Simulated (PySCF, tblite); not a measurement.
# 2-(methylthio)pyridine: a rotation path, then NMR shifts on frames, part 2 of 2

tblite 0.8.0 and PySCF 2.14.0. Atoms count from 0.

## Step 5: Shielding tensors: image 4, PBE0/pcSseg-1

Job settings and geometry (Å):

```
{"job": {"kind": "nmr", "xc": "PBE0", "basis": "pcSseg-1", "pop": false}, "charge": 0, "multiplicity": 1}
C      2.779000     0.109300    -0.246500
S      1.864600     0.405100     1.299600
C      0.222600     0.071200     0.663200
C     -0.533500     1.108500     0.136300
C     -1.806600     0.811200    -0.322500
C     -2.262900    -0.495500    -0.230600
C     -1.416600    -1.450000     0.313600
N     -0.199800    -1.173300     0.746100
H      3.826600     0.281200    -0.023900
H      2.435000     0.808400    -1.003100
H      2.624100    -0.916800    -0.565400
H     -0.135100     2.110100     0.103200
H     -2.431300     1.589300    -0.736200
H     -3.249700    -0.767100    -0.572300
H     -1.720800    -2.483500     0.416700
```

Level: GIAO PBE0/pcSseg-1 NMR shielding, non-relativistic, gas phase.

Standard output:

```text
coarse grid: 13544 points
cycle   1  E = -685.1671803188  dE =  1.326e+00  |g| = 3.444e-01  |ddm| = 3.807e+00
cycle   2  E = -685.1658291515  dE =  1.351e-03  |g| = 3.910e-01  |ddm| = 8.456e-01
cycle   3  E = -685.1985495763  dE = -3.272e-02  |g| = 7.891e-02  |ddm| = 3.892e-01
cycle   4  E = -685.1997231565  dE = -1.174e-03  |g| = 3.402e-02  |ddm| = 1.026e-01
cycle   5  E = -685.1999790429  dE = -2.559e-04  |g| = 1.146e-02  |ddm| = 4.673e-02
cycle   6  E = -685.2000137530  dE = -3.471e-05  |g| = 3.000e-03  |ddm| = 1.540e-02
cycle   7  E = -685.2000158746  dE = -2.122e-06  |g| = 8.179e-04  |ddm| = 3.451e-03
final grid: 127592 points
cycle   8  E = -685.2481318392  dE = -2.767e-05  |g| = 9.226e-03  |ddm| = 3.494e-02
cycle   9  E = -685.2481199973  dE =  1.184e-05  |g| = 1.157e-02  |ddm| = 2.152e-02
cycle  10  E = -685.2481526259  dE = -3.263e-05  |g| = 1.552e-03  |ddm| = 1.280e-02
cycle  11  E = -685.2481532065  dE = -5.806e-07  |g| = 3.787e-04  |ddm| = 1.816e-03
cycle  12  E = -685.2481532426  dE = -3.611e-08  |g| = 8.809e-05  |ddm| = 4.933e-04
cycle  13  E = -685.2481532445  dE = -1.873e-09  |g| = 2.804e-05  |ddm| = 1.230e-04
cycle  14  E = -685.2481532447  dE = -1.905e-10  |g| = 7.649e-06  |ddm| = 4.050e-05
converged SCF energy = -685.2481532447

GIAO shielding tensors (ppm)
atom      isotropic    diamagn.    paramagn.     s11        s22        s33       span
  0 C      159.600     249.725     -90.126    141.924    153.215    183.661     41.738
  1 S      460.719    1056.091    -595.372    242.366    408.048    731.744    489.379
  2 C       18.933     255.346    -236.413    -74.609      8.244    123.163    197.772
  3 C       49.792     255.476    -205.684    -59.393     51.390    157.379    216.772
  4 C       43.452     252.795    -209.343    -70.789     22.426    178.719    249.508
  5 C       58.981     257.852    -198.871    -54.794     51.339    180.398    235.192
  6 C       30.808     250.271    -219.463    -77.126     24.668    144.883    222.010
  7 N     -103.035     330.639    -433.674   -409.308   -173.530    273.733    683.041
  8 H       29.545      28.167       1.378     25.337     25.669     37.631     12.294
  9 H       29.379      30.536      -1.157     24.076     28.549     35.512     11.436
 10 H       29.023      29.978      -0.955     23.795     28.014     35.261     11.467
 11 H       23.750      32.385      -8.635     19.872     22.047     29.330      9.458
 12 H       23.814      30.470      -6.656     20.625     23.767     27.051      6.426
 13 H       24.367      30.204      -5.837     21.831     23.930     27.339      5.509
 14 H       22.795      29.644      -6.849     18.681     23.228     26.477      7.796
```

Run time: 21 s. Hardware: 1 thread of Intel Xeon Platinum 8488C, shared host; peak memory 0.83 GiB.

In short: δ C2 168.0, C6 156.1, C4 143.5, C3 137.1, H14 8.92, H11 7.97 ppm.

## Step 6: Shielding tensors: image 6, PBE0/pcSseg-1

Job settings and geometry (Å):

```
{"job": {"kind": "nmr", "xc": "PBE0", "basis": "pcSseg-1", "pop": false}, "charge": 0, "multiplicity": 1}
C      2.767000     0.424800    -0.246200
S      1.916400    -0.213000     1.235000
C      0.242900    -0.252400     0.651200
C     -0.322400     0.813900    -0.042700
C     -1.631100     0.686900    -0.471400
C     -2.327000    -0.479100    -0.181900
C     -1.678800    -1.455800     0.557700
N     -0.426000    -1.349200     0.958100
H      3.818700     0.487900     0.011500
H      2.394100     1.407500    -0.512200
H      2.626300    -0.276800    -1.063200
H      0.233700     1.720000    -0.222300
H     -2.102300     1.492000    -1.016700
H     -3.341900    -0.622900    -0.517700
H     -2.174000    -2.375700     0.839100
```

Method: GIAO PBE0/pcSseg-1 NMR shielding, non-relativistic, gas phase.

Standard output:

```text
coarse grid: 13544 points
cycle   1  E = -685.1659065745  dE =  1.340e+00  |g| = 3.556e-01  |ddm| = 3.802e+00
cycle   2  E = -685.1619239832  dE =  3.983e-03  |g| = 4.134e-01  |ddm| = 8.676e-01
cycle   3  E = -685.1987684132  dE = -3.684e-02  |g| = 8.403e-02  |ddm| = 4.229e-01
cycle   4  E = -685.2001458714  dE = -1.377e-03  |g| = 3.462e-02  |ddm| = 1.042e-01
cycle   5  E = -685.2004127037  dE = -2.668e-04  |g| = 1.196e-02  |ddm| = 4.792e-02
cycle   6  E = -685.2004513283  dE = -3.862e-05  |g| = 2.858e-03  |ddm| = 1.674e-02
cycle   7  E = -685.2004531853  dE = -1.857e-06  |g| = 8.404e-04  |ddm| = 3.328e-03
final grid: 127592 points
cycle   8  E = -685.2492338718  dE = -3.094e-05  |g| = 9.558e-03  |ddm| = 4.013e-02
cycle   9  E = -685.2492205789  dE =  1.329e-05  |g| = 1.209e-02  |ddm| = 2.265e-02
cycle  10  E = -685.2492565567  dE = -3.598e-05  |g| = 1.401e-03  |ddm| = 1.353e-02
cycle  11  E = -685.2492569976  dE = -4.410e-07  |g| = 4.368e-04  |ddm| = 1.643e-03
cycle  12  E = -685.2492570467  dE = -4.911e-08  |g| = 8.987e-05  |ddm| = 5.974e-04
cycle  13  E = -685.2492570487  dE = -1.975e-09  |g| = 2.918e-05  |ddm| = 1.437e-04
cycle  14  E = -685.2492570489  dE = -1.853e-10  |g| = 1.230e-05  |ddm| = 3.804e-05
converged SCF energy = -685.2492570489

GIAO shielding tensors (ppm)
atom      isotropic    diamagn.    paramagn.     s11        s22        s33       span
  0 C      162.814     251.216     -88.402    141.473    161.686    185.284     43.811
  1 S      470.226    1055.602    -585.376    298.846    408.374    703.459    404.612
  2 C       16.134     255.764    -239.630    -70.714      0.054    119.061    189.775
  3 C       56.887     257.129    -200.243    -52.799     50.551    172.908    225.707
  4 C       44.738     252.345    -207.607    -69.701     24.746    179.170    248.871
  5 C       62.128     257.723    -195.595    -47.667     54.891    179.160    226.826
  6 C       32.490     250.090    -217.600    -74.279     26.417    145.332    219.611
  7 N      -90.893     330.375    -421.268   -388.975   -163.482    279.778    668.753
  8 H       29.552      28.213       1.339     24.766     26.520     37.371     12.605
  9 H       29.064      31.169      -2.105     23.723     28.001     35.468     11.745
 10 H       29.090      30.468      -1.377     24.395     27.448     35.428     11.033
 11 H       24.204      33.623      -9.420     20.197     21.677     30.738     10.541
 12 H       23.928      30.898      -6.970     20.785     23.835     27.164      6.378
 13 H       24.616      30.249      -5.633     22.136     24.335     27.379      5.243
 14 H       23.010      29.064      -6.053     18.891     23.656     26.484      7.594
```

It took 21 s on 1 thread of Intel Xeon Platinum 8488C, shared host; peak memory 0.83 GiB.

Key values: δ C2 170.8, C6 154.4, C4 142.2, C3 130.0, H14 8.71, H12 7.79 ppm.

## Step 7: Shielding tensors: image 8, PBE0/pcSseg-1

Job settings and geometry (Å):

```
{"job": {"kind": "nmr", "xc": "PBE0", "basis": "pcSseg-1", "pop": false}, "charge": 0, "multiplicity": 1}
C      2.798000     0.641200    -0.096200
S      1.970700    -0.696100     0.822200
C      0.271500    -0.489000     0.419600
C     -0.234100     0.539000    -0.374400
C     -1.597200     0.561700    -0.607100
C     -2.403400    -0.419500    -0.049300
C     -1.793900    -1.390700     0.730300
N     -0.496300    -1.426400     0.957600
H      3.859300     0.499300     0.080600
H      2.489500     1.608800     0.288000
H      2.588700     0.551100    -1.157700
H      0.402800     1.298100    -0.796800
H     -2.025200     1.341800    -1.220500
H     -3.468900    -0.428800    -0.213900
H     -2.365900    -2.182600     1.195600
```

Level: GIAO PBE0/pcSseg-1 NMR shielding, non-relativistic, gas phase.

Standard output:

```text
coarse grid: 13544 points
cycle   1  E = -685.1686672372  dE =  1.349e+00  |g| = 3.638e-01  |ddm| = 3.819e+00
cycle   2  E = -685.1620158174  dE =  6.651e-03  |g| = 4.316e-01  |ddm| = 8.678e-01
cycle   3  E = -685.2027586366  dE = -4.074e-02  |g| = 8.467e-02  |ddm| = 4.337e-01
cycle   4  E = -685.2041906961  dE = -1.432e-03  |g| = 3.443e-02  |ddm| = 1.038e-01
cycle   5  E = -685.2044532760  dE = -2.626e-04  |g| = 1.227e-02  |ddm| = 4.788e-02
cycle   6  E = -685.2044946935  dE = -4.142e-05  |g| = 2.863e-03  |ddm| = 1.760e-02
cycle   7  E = -685.2044964930  dE = -1.800e-06  |g| = 9.593e-04  |ddm| = 3.418e-03
final grid: 127592 points
cycle   8  E = -685.2535470096  dE = -3.736e-05  |g| = 9.815e-03  |ddm| = 4.583e-02
cycle   9  E = -685.2535317946  dE =  1.521e-05  |g| = 1.263e-02  |ddm| = 2.234e-02
cycle  10  E = -685.2535708365  dE = -3.904e-05  |g| = 1.498e-03  |ddm| = 1.347e-02
cycle  11  E = -685.2535713315  dE = -4.950e-07  |g| = 4.563e-04  |ddm| = 1.660e-03
cycle  12  E = -685.2535713844  dE = -5.290e-08  |g| = 1.097e-04  |ddm| = 6.813e-04
cycle  13  E = -685.2535713875  dE = -3.140e-09  |g| = 3.255e-05  |ddm| = 1.790e-04
cycle  14  E = -685.2535713878  dE = -2.333e-10  |g| = 1.361e-05  |ddm| = 3.957e-05
converged SCF energy = -685.2535713878

GIAO shielding tensors (ppm)
atom      isotropic    diamagn.    paramagn.     s11        s22        s33       span
  0 C      167.813     252.531     -84.718    156.489    164.016    182.934     26.445
  1 S      458.995    1055.573    -596.578    292.101    412.395    672.489    380.387
  2 C       15.024     255.904    -240.880    -67.499     -6.669    119.240    186.738
  3 C       66.515     256.858    -190.343    -44.311     63.119    180.739    225.050
  4 C       44.545     251.926    -207.380    -71.118     25.268    179.486    250.604
  5 C       64.761     257.812    -193.052    -45.051     60.377    178.956    224.008
  6 C       32.129     249.816    -217.687    -76.085     26.864    145.607    221.692
  7 N      -77.990     330.395    -408.386   -367.352   -152.170    285.551    652.903
  8 H       29.453      27.973       1.480     24.322     26.826     37.212     12.889
  9 H       29.264      30.979      -1.715     24.920     26.613     36.259     11.339
 10 H       29.369      31.239      -1.870     25.123     26.921     36.063     10.941
 11 H       24.842      35.026     -10.184     20.339     22.619     31.567     11.228
 12 H       23.940      30.967      -7.028     20.675     23.826     27.318      6.643
 13 H       24.719      30.216      -5.497     22.206     24.512     27.438      5.232
 14 H       23.040      28.769      -5.728     18.954     23.655     26.512      7.558
```

It took 21 s on 1 thread of Intel Xeon Platinum 8488C, shared host; peak memory 0.83 GiB.

This run: δ C2 171.9, C6 154.8, C4 142.4, C5 122.2, H14 8.68, H12 7.78 ppm.

## Step 8: Comparing the runs: NMR shifts

Shifts (ppm) of some atoms, chosen among heavy atoms and hydrogens apart, with basis size and wall time:

```tsv
frame	C3	C5	C0	H11	H10	S1	N7	functions	time
image 0	125.9	122.1	19.7	7.37	2.79	46	336.0	178	28 s
image 2	131.9	124.8	21.9	7.62	3.55	33	351.4	178	21 s
image 4	137.1	127.9	27.3	7.97	2.69	43	370.8	178	21 s
image 6	130.0	124.8	24.1	7.51	2.63	34	358.6	178	21 s
image 8	120.4	122.2	19.1	6.88	2.35	45	345.7	178	21 s
```

## Step 9: What came out

What follows sums up all 2 parts.

```
                                       quantity                                         value
                                        barrier            0.286 eV (6.6 kcal/mol) at image 4
                          end to end (GFN2-xTB)                                      0.176 eV
13C shifts against TMS (PBE0/pcSseg-1, image 0)   169.3, 155.3, 141.1, 125.9, 122.1, 19.7 ppm
 1H shifts against TMS (PBE0/pcSseg-1, image 0)  8.70, 7.70, 7.37, 6.97, 2.79, 2.79, 2.01 ppm
33S shifts against CS2 (PBE0/pcSseg-1, image 0)                                        46 ppm
15N shifts against NH3 (PBE0/pcSseg-1, image 0)                                     336.0 ppm
          surface potential, 1st and 99th percentile                            -1.09 V and 1.03 V
                       range of the shift of N7                            336.0 to 370.8 ppm
```

**Reading.** Along the band the dihedral turns by 177°, and the top (dihedral 90°) lies 6.6 kcal/mol above the start (GFN2-xTB, rough), so at room temperature this motion is fast. The top was not checked by a frequency run. Shifts at one fixed geometry are not the observed spectrum, which averages over the motion. In the first frame run (image 0): The widest tensor belongs to N7: span 641 ppm, with a paramagnetic part of -401 ppm. NICS(1)zz of -25 ppm above the planar ring from C2 marks a diatropic (aromatic) ring current. At PBE0/pcSseg-1, counted by nearest atom on the grid, the HOMO lies on S1 55 %; C3, C5 about 10 % each, the LUMO on C4 25 %; N7 21 %. Across the 5 runs the shift of N7 moves most, between 336.0 (image 0) and 370.8 ppm (image 4).
